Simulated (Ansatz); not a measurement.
# C4H7BO: basis-set convergence

How large a basis does C4H7BO need? Two functionals are run in growing sets.

Method: one geometry, several basis sets; program: Ansatz 0.2.0, Gaussian basis.

The runs, in order: PBE0-D4/def2-SVP; ωB97M-V/def2-SVP; PBE0-D4/def2-QZVPP; ωB97M-V/def2-QZVPP; the functionals' def2-TZVPP values are taken from earlier runs.

### 1 Structure used throughout

An earlier PBE0-D4 in a triple-zeta def2 set relaxation fixed the geometry.

13 atoms, charge 0, spin multiplicity 1.

Atoms are counted from 1 here; the program's logs count them from 0.

Bond lengths: C1–C2 1.471 Å, C1–B5 1.611 Å, C1–H7 1.089 Å, C1–H8 1.086 Å, C2–O3 1.342 Å, C2–C4 1.372 Å, O3–H9 0.964 Å, C4–C6 1.496 Å, C4–H10 1.086 Å, B5–C6 1.575 Å, B5–H11 1.191 Å, C6–H12 1.086 Å, C6–H13 1.089 Å. Angles: C2–C1–B5 75.7°, C2–C1–H7 116.2°, C2–C1–H8 112.1°, B5–C1–H7 114.9°, B5–C1–H8 120.4°, H7–C1–H8 112.6°, C1–C2–O3 119.4°, C1–C2–C4 113.2°, O3–C2–C4 125.5°, C2–O3–H9 109.6°, C2–C4–C6 113.6°, C2–C4–H10 121.6°, C6–C4–H10 123.1°, C1–B5–C6 106.6°, C1–B5–H11 125.2°, C6–B5–H11 127.4°, C4–C6–B5 73.7°, C4–C6–H12 112.6° and more.

### 2 PBE0-D4 in def2-SVP

File in.yaml:

```yaml
crystal:
  periodic: [false, false, false]
  atoms:
    - {symbol: C, position_ang: [-0.188609, -1.277421, -0.546370]}
    - {symbol: C, position_ang: [0.672659, -0.515743, 0.371296]}
    - {symbol: O, position_ang: [1.265399, -1.148825, 1.395811]}
    - {symbol: C, position_ang: [0.513693, 0.842585, 0.259679]}
    - {symbol: B, position_ang: [-1.077324, 0.001626, -0.135326]}
    - {symbol: C, position_ang: [-0.419917, 1.249197, -0.835661]}
    - {symbol: H, position_ang: [0.123500, -1.303166, -1.589049]}
    - {symbol: H, position_ang: [-0.429771, -2.262743, -0.158083]}
    - {symbol: H, position_ang: [1.555744, -0.503192, 2.050818]}
    - {symbol: H, position_ang: [0.837273, 1.519394, 1.044977]}
    - {symbol: H, position_ang: [-1.942214, 0.003259, 0.683863]}
    - {symbol: H, position_ang: [-0.844846, 2.235700, -0.676355]}
    - {symbol: H, position_ang: [-0.044987, 1.124532, -1.850798]}
basis:
  gaussian: {orbitals: def2-SVP}
hamiltonian: {xc: pbe0, dispersion: d4}
output: {orbitals: {seedname: orbitals}}
```

The runs that follow: ωB97M-V in def2-SVP; PBE0-D4 in def2-QZVPP; ωB97M-V in def2-QZVPP.

Before running them: what should the planned runs give, taken together? Wanted: PBE0-D4: double and triple zeta above quadruple; ωB97M-V: double and triple zeta above quadruple.

As calculated:

| quantity | value |
| --- | --- |
| PBE0-D4: double and triple zeta above quadruple | 8.07, 0.39 eV |
| ωB97M-V: double and triple zeta above quadruple | 8.38, 0.36 eV |

PBE0-D4 gains 7.69 eV from double to triple zeta, then 0.39 eV more. Total energies overstate the basis error of differences, where much of it tends to cancel. The LUMO of ωB97M-V is positive and keeps falling with the basis (2.78 to 1.37 eV): an unbound level that the basis holds in place.
